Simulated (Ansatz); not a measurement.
# ClH₉O₃Si₃Sn: one species, many methods

How much do the methods differ for ClH₉O₃Si₃Sn? The plan is to run it at one geometry with functionals of several rungs and with coupled cluster, and see how far each lands from CCSD(T) at the basis-set limit for the atomisation energy.

Program: Ansatz 0.2.0, Gaussian basis. Level of theory: functionals in def2-TZVPP, the program's frozen cores in correlated methods. These are calculated values, not measurements.

The runs, in order: LDA (SPW92), PBE-D4, revPBE-D4, BLYP-D4, r2SCAN-D4, B97M-V, PBE0-D4, B3LYP-D4, r2SCANh-D4, r2SCAN0-D4, HSE06-D4, BHLYP-D4, CAM-B3LYP-D4, LC-ωPBE, ωB97X-V, ωB97M-V, B2PLYP, PBE-QIDH; CCSD(T)/def2-SVP; CCSD(T)/def2-TZVPP; MP2/def2-QZVPP; extrapolation to the limit; RPA on PBE.

**1. The relaxed structure**

All runs share one geometry, relaxed beforehand with PBE0-D4 in a triple-zeta def2 set. Sn takes the def2 core potential; no spin-orbit term is included.

17 atoms, charge 0, spin multiplicity 1.

Atoms are counted from 1 here; the program's logs count them from 0.

Bond lengths: Si1–O2 1.645 Å, Si1–H9 1.484 Å, Si1–H10 1.488 Å, Si1–H11 1.484 Å, O2–Sn3 1.920 Å, Sn3–Cl4 2.295 Å, Sn3–O5 1.919 Å, Sn3–O7 1.913 Å, O5–Si6 1.645 Å, Si6–H12 1.485 Å, Si6–H13 1.490 Å, Si6–H14 1.483 Å, O7–Si8 1.646 Å, Si8–H15 1.487 Å, Si8–H16 1.486 Å, Si8–H17 1.483 Å. Angles: O2–Si1–H9 108.9°, O2–Si1–H10 110.5°, O2–Si1–H11 109.3°, H9–Si1–H10 109.3°, H9–Si1–H11 109.7°, H10–Si1–H11 109.2°, Si1–O2–Sn3 136.2°, O2–Sn3–Cl4 110.8°, O2–Sn3–O5 108.7°, O2–Sn3–O7 108.4°, Cl4–Sn3–O5 110.6°, Cl4–Sn3–O7 110.4°, O5–Sn3–O7 107.8°, Sn3–O5–Si6 134.1°, O5–Si6–H12 110.1°, O5–Si6–H13 110.4°, O5–Si6–H14 108.4°, H12–Si6–H13 108.8° and more.

**2. LDA**

This LDA is Slater exchange with PW92 correlation.

in.yaml reads:

```yaml
crystal:
  periodic: [false, false, false]
  atoms:
    - {symbol: Si, position_ang: [1.587309, 0.634114, 2.320160]}
    - {symbol: O, position_ang: [0.270834, 0.197042, 1.435834]}
    - {symbol: Sn, position_ang: [-0.054515, -0.420802, -0.353112]}
    - {symbol: Cl, position_ang: [1.576656, -1.892064, -1.016460]}
    - {symbol: O, position_ang: [-0.113586, 1.095240, -1.527583]}
    - {symbol: Si, position_ang: [0.461133, 2.633905, -1.439541]}
    - {symbol: O, position_ang: [-1.770981, -1.264499, -0.398266]}
    - {symbol: Si, position_ang: [-2.325765, -2.802757, -0.585377]}
    - {symbol: H, position_ang: [1.402047, 2.026208, 2.800891]}
    - {symbol: H, position_ang: [2.820778, 0.560740, 1.490593]}
    - {symbol: H, position_ang: [1.723456, -0.281297, 3.480851]}
    - {symbol: H, position_ang: [-0.625688, 3.561409, -1.035304]}
    - {symbol: H, position_ang: [1.562599, 2.719638, -0.439954]}
    - {symbol: H, position_ang: [0.977831, 3.017964, -2.775712]}
    - {symbol: H, position_ang: [-1.664765, -3.719036, 0.381787]}
    - {symbol: H, position_ang: [-2.059413, -3.290479, -1.963873]}
    - {symbol: H, position_ang: [-3.786729, -2.775726, -0.334735]}
basis:
  gaussian: {orbitals: def2-TZVPP}
hamiltonian: {xc: lda}
output: {orbitals: {seedname: orbitals}}
```

Launch:

```bash
$ ansatz run in.yaml --threads 4 --pin off --events-out ev --progress --plain --max-ram 66560MiB --backend cuda --devices 0, --max-vram 37GiB
```

After this run come: PBE-D4 (GGA); revPBE-D4 (GGA); BLYP-D4 (GGA); r2SCAN-D4 (meta-GGA); B97M-V (meta-GGA); PBE0-D4 (hybrid); B3LYP-D4 (hybrid); r2SCANh-D4 (hybrid); r2SCAN0-D4 (hybrid); HSE06-D4 (hybrid); BHLYP-D4 (hybrid); CAM-B3LYP-D4 (range-separated); LC-ωPBE (range-separated); ωB97X-V (range-separated); ωB97M-V (range-separated); B2PLYP (double hybrid); PBE-QIDH (double hybrid); CCSD(T) in def2-SVP; CCSD(T) in def2-TZVPP; MP2 in def2-QZVPP; RPA on PBE orbitals.

**Question.** What will the summary of the whole plan be? Wanted: atomisation energy, CCSD(T)/CBS; farthest beyond LDA; mean size of error, GGA; mean size of error, meta-GGA; mean size of error, hybrid; mean size of error, range-separated; mean size of error, double hybrid; gap, smallest and largest; T1 diagnostic.

**Answer**, as computed:

```
                               quantity                                      value
        atomisation energy, CCSD(T)/CBS                                  59.040 eV
    functionals within 0.590 eV (1.0 %)              B97M-V, CAM-B3LYP-D4, ωB97X-V
                    farthest beyond LDA                      revPBE-D4 (-2.426 eV)
                mean size of error, GGA                                   1.608 eV
           mean size of error, meta-GGA                                   0.496 eV
             mean size of error, hybrid                                   1.656 eV
    mean size of error, range-separated                                   0.711 eV
      mean size of error, double hybrid                                   1.623 eV
              gap, smallest and largest  3.89 eV (LDA (SPW92)), 11.70 eV (LC-ωPBE)
                          T1 diagnostic                                     0.0133
triples share of the correlation energy                                      3.5 %
```

In words: LDA overbinds by 6.502 eV (11 %). PBE-D4 is off by -1.071 eV. Double hybrids carry the basis error of their MP2 part in triple zeta, and no dispersion term here, so their miss is partly the set-up's. Taken by rung, meta-GGA functionals do best (0.496 eV on average) and hybrid ones worst beyond LDA (1.656 eV). double hybrid functionals lie within the reference's doubt of that worst mean (1.623 eV), so those two tie. The gap between the best rungs is small, so their order is not settled. The mean of the hybrids holds BHLYP, with half exact exchange. Misses under about 0.590 eV are within the doubt on the reference itself, which lacks core-valence correlation, spin-orbit coupling and higher excitations, and its outer-core shells are covered unevenly. All levels share the lack of spin-orbit coupling, which lowers the free heavy atoms and so the true binding. Hartree-Fock recovers 72 % of the binding; the rest is correlation. CCSD(T) in def2-SVP is off by -5.420 eV, which most functionals beat. Orbital gaps span 3.9 to 11.7 eV; exact exchange widens them. Correlated methods include outer-core shells of Sn, which these sets cover unevenly.
